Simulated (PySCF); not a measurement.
# H8LaN4 (La(NH2)4-): the cost of one run

The runs use PySCF 2.14.0; several levels, as the steps say, no spin–orbit coupling.

1 further run of the same task is left out (for a known fault of the program).

## Step 1: The system as given

13 atoms, charge -1, spin multiplicity 1.

Bond lengths: La1–N2 2.400 Å, La1–N5 2.400 Å, La1–N8 2.400 Å, La1–N11 2.400 Å, N2–H3 1.021 Å, N2–H4 1.023 Å, N5–H6 1.023 Å, N5–H7 1.021 Å, N8–H9 1.023 Å, N8–H10 1.021 Å, N11–H12 1.021 Å, N11–H13 1.023 Å. Angles: N2–La1–N5 111.0°, N2–La1–N8 106.4°, N2–La1–N11 111.0°, N5–La1–N8 111.0°, N5–La1–N11 106.4°, N8–La1–N11 111.0°, La1–N2–H3 132.6°, La1–N2–H4 122.2°, H3–N2–H4 104.8°, La1–N5–H6 122.2°, La1–N5–H7 132.6°, H6–N5–H7 104.8°, La1–N8–H9 122.2°, La1–N8–H10 132.6°, H9–N8–H10 104.8°, La1–N11–H12 132.6°, La1–N11–H13 122.2°, H12–N11–H13 104.8°.

Coordinates:

| atom | x (Å) | y (Å) | z (Å) |
| --- | --- | --- | --- |
| La1 | 0.00004 | 0.00000 | 0.00000 |
| N2 | 1.43763 | 1.30842 | 1.40680 |
| H3 | 1.44500 | 1.48654 | 2.41227 |
| H4 | 2.30323 | 1.72962 | 1.05986 |
| N5 | -1.43756 | -1.40675 | 1.30844 |
| H6 | -2.30304 | -1.05946 | 1.72979 |
| H7 | -1.44529 | -2.41215 | 1.48654 |
| N8 | 1.43763 | -1.30842 | -1.40680 |
| H9 | 2.30323 | -1.72962 | -1.05986 |
| H10 | 1.44500 | -1.48654 | -2.41227 |
| N11 | -1.43756 | 1.40675 | -1.30844 |
| H12 | -1.44529 | 2.41215 | -1.48654 |
| H13 | -2.30304 | 1.05946 | -1.72979 |

Formal oxidation states: La +3. An earlier session relaxed this geometry at PBE0, La def2-SVP with ECP46, N def2-SVP, H def2-SVP (singlet, point group S4).

At PBE0 on the finer grid: E = -255.096186 Eh, HOMO -1.19 eV, LUMO 3.32 eV, Mulliken charge on La1 +0.68 e, largest force component 0.009 eV/Å. 

Levels to run: r2SCAN; TPSS; PBE0, TZVP. Hardware: 2 threads of Arm Neoverse V2, shared host.

## Step 2: r2SCAN

run.py (the lines that set the calculation) reads:

```python
mol = gto.M(atom='''
La     0.00004     0.00000     0.00000
N      1.43763     1.30842     1.40680
H      1.44500     1.48654     2.41227
H      2.30323     1.72962     1.05986
N     -1.43756    -1.40675     1.30844
H     -2.30304    -1.05946     1.72979
H     -1.44529    -2.41215     1.48654
N      1.43763    -1.30842    -1.40680
H      2.30323    -1.72962    -1.05986
H      1.44500    -1.48654    -2.41227
N     -1.43756     1.40675    -1.30844
H     -1.44529     2.41215    -1.48654
H     -2.30304     1.05946    -1.72979''',
    basis={'La': 'def2-SVP', 'N': 'def2-SVP', 'H': 'def2-SVP'},
    ecp={'La': 'def2-SVP'},
    charge=-1, spin=0)
mf = dft.RKS(mol, xc='R2SCAN')
mf.grids.atom_grid = (75, 302)  # f atoms: unpruned, at least (60, 302)
mf = mf.density_fit()  # fitting sets: La def2-universal-JKFIT, N def2-universal-JKFIT, H def2-universal-JKFIT
mf.conv_tol = 1e-08; mf.max_cycle = 55
mf.kernel(dm0)  # dm0: the density of the relaxed state
```

Run with:

```sh
> OMP_NUM_THREADS=2 python run.py
```

**Question.** How long does this run take on 2 threads of Arm Neoverse V2, shared host?

About 16 s.
